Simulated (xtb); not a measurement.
# C3H6BrCl (1-bromo-3-chloropropane): GFN2-xTB

Aim: a geometry optimisation of C3H6BrCl (1-bromo-3-chloropropane). 

The calculation is run with xtb 6.7.1 later snapshot.

5 further runs of the same task are left out: 5 set aside as unsound or not needed.

### Step 1. The system as given

The species is C3H6BrCl (11 atoms), meant as a singlet with charge 0. As SMILES, `ClCCCBr`. All atoms were displaced at random from a relaxed shape. The run starts from this shape.

Bond lengths: Cl1–C2 1.805 Å, C2–C3 1.520 Å, C3–C4 1.472 Å, C4–Br5 1.879 Å, C2–H6 1.151 Å, C2–H7 0.987 Å, C3–H8 1.094 Å, C3–H9 1.140 Å, C4–H10 1.092 Å, C4–H11 1.190 Å. Some angles: Cl1–C2–C3 109.0°, C2–C3–C4 110.8°, C3–C4–Br5 115.7°, Cl1–C2–H6 110.0°, Cl1–C2–H7 115.9°, C3–C2–H6 102.5°, C3–C2–H7 109.5°, C2–C3–H8 112.2°, C2–C3–H9 108.0°, C4–C3–H8 108.4°.

### Step 2. A structure relaxation at GFN2-xTB

Contents of xcontrol:

```
$chrg 0
$spin 0
$end
```

Contents of input.xyz:

```xyz
11

Cl    -1.902980    -0.741410     1.188490
C     -0.453810     0.333220     1.130240
C      0.581990    -0.281610     0.203920
C      0.165310    -0.159110    -1.202800
Br    -0.080920     1.594980    -1.830080
H      0.083900     0.322770     2.147430
H     -0.621050     1.268020     0.862830
H      0.755510    -1.339610     0.421620
H      1.539940     0.330490     0.289900
H      0.738420    -0.738380    -1.929470
H     -0.880900    -0.718340    -1.292990
```

Command:

```
$ xtb input.xyz -o normal --input xcontrol --gfn2 > xtb.out
```

What values should one expect? Wanted: total energy at the end; dipole moment; HOMO energy; LUMO energy; HOMO–LUMO gap; dispersion energy; mean polarisability.

**Answer.** As computed:

Level: GFN2-xTB.

```
                      quantity          value
       total energy at the end   -18.11730 Eh
                 dipole moment         3.47 D
                   HOMO energy      -11.17 eV
                   LUMO energy       -6.06 eV
                 HOMO–LUMO gap        5.11 eV
             dispersion energy  -19.66 kJ/mol
mean polarisability (D4 model)     71.1 bohr³
```

**Reading.** At the final geometry: Bond lengths: Cl1–C2 1.789 Å, C2–C3 1.520 Å, C3–C4 1.518 Å, C4–Br5 1.955 Å, C2–H6 1.089 Å, C2–H7 1.091 Å, C3–H8 1.093 Å, C3–H9 1.093 Å, C4–H10 1.089 Å, C4–H11 1.089 Å. Some angles: Cl1–C2–C3 110.8°, C2–C3–C4 112.6°, C3–C4–Br5 111.3°, Cl1–C2–H6 106.8°, Cl1–C2–H7 107.0°, C3–C2–H6 111.0°, C3–C2–H7 111.3°, C2–C3–H8 109.5°, C2–C3–H9 108.3°, C4–C3–H8 108.2°. The optimisation took 7 steps and changed the energy by -0.682 eV.
